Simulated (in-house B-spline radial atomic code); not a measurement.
# Ta⁺: a test of the damping (share of the old matrix)

How far can the damping (share of the old matrix) be changed before the Ta⁺ run goes wrong?

Method: Dirac-Coulomb PBE, spherical fractional occupations, Fermi nucleus, basis-set limit. Code: in-house B-spline radial atomic code version 1.

## (1) What is computed

| Quantity | Value |
| --- | --- |
| element | tantalum (Z = 73) |
| charge | +1 |
| electrons | 72 |
| configuration | [Xe] 4f14 5d3 6s1 |
| Hamiltonian | Dirac-Coulomb |
| nucleus | Fermi, rms radius 5.351 fm |

Outer shells as boxes (Hund's rule):

[Xe] 4f14 5d3 6s1
```
[Xe] core
4f [↑↓][↑↓][↑↓][↑↓][↑↓][↑↓][↑↓]
5d [↑ ][↑ ][↑ ][  ][  ]
6s [↑ ]
```

The boxes only draw the filling; these runs are spin-restricted and spherical.

A run counts as converged when the orbital gradient is under the tolerance times 73 hartree (or under the basis's noise floor) and the energy moved by less than 1e-8 hartree times the root of its size. Energy differences under 5e-05 hartree are noise.

## (2) Reference run with standard settings

Settings, as recorded:

```ini
Z = 73
electrons = 72.0
configuration = [Xe] 4f14 5d3 6s1
hamiltonian = dirac
method = pbe,pbe
spin_polarised = False
nucleus = fermi
rms_radius = 5.3507
mass_number = 181
atomic_mass = 180.947998528
speed_of_light = 137.035999084
knot_spacing = 0.22
spline_order = 8
gauss_points = 12
box_radius = 35.29
max_iterations = 70
damping = 0.5
damped_steps = 3
diis_vectors = 10
tolerance = 1e-08
start = Thomas-Fermi
```

Launch:

```
$ python run_scf.py task.json out
```

task.json lists these runs, among others, and the program works through them in turn.

## (3) Damping (share of the old matrix) 0

Settings: those of step 2 with these lines changed.

```diff
@@ -16,3 +16,3 @@
 max_iterations = 70
-damping = 0.5
+damping = 0
 damped_steps = 3
```

## (4) Damping (share of the old matrix) 0.2

Settings: those of step 3 with these lines changed.

```diff
@@ -16,3 +16,3 @@
 max_iterations = 70
-damping = 0
+damping = 0.2
 damped_steps = 3
```

## (5) Damping (share of the old matrix) 0.8

Settings: those of step 4 with these lines changed.

```diff
@@ -16,3 +16,3 @@
 max_iterations = 70
-damping = 0.2
+damping = 0.8
 damped_steps = 3
```

## (6) Damping (share of the old matrix) 0.95

Settings: those of step 5 with these lines changed.

```diff
@@ -16,3 +16,3 @@
 max_iterations = 70
-damping = 0.8
+damping = 0.95
 damped_steps = 3
```

**Question.** Which of these runs converge to the reference energy, which miss it and by about how much, and which fail?

The runs gave:

| run | outcome | iterations | energy less the reference (hartree) |
| --- | --- | --- | --- |
| reference | converged | 10 | 0 |
| damping (share of the old matrix) 0 | converged | 14 | below noise |
| damping (share of the old matrix) 0.2 | converged | 13 | below noise |
| damping (share of the old matrix) 0.8 | converged | 10 | below noise |
| damping (share of the old matrix) 0.95 | converged | 11 | below noise |

Of 4 changed inputs, 4 gave the reference energy within 5e-05 hartree. Among the runs that reach the reference energy the iterations number 10 to 14, against 10: this setting changes the number of steps, not the answer. No value tried here spoils the result.
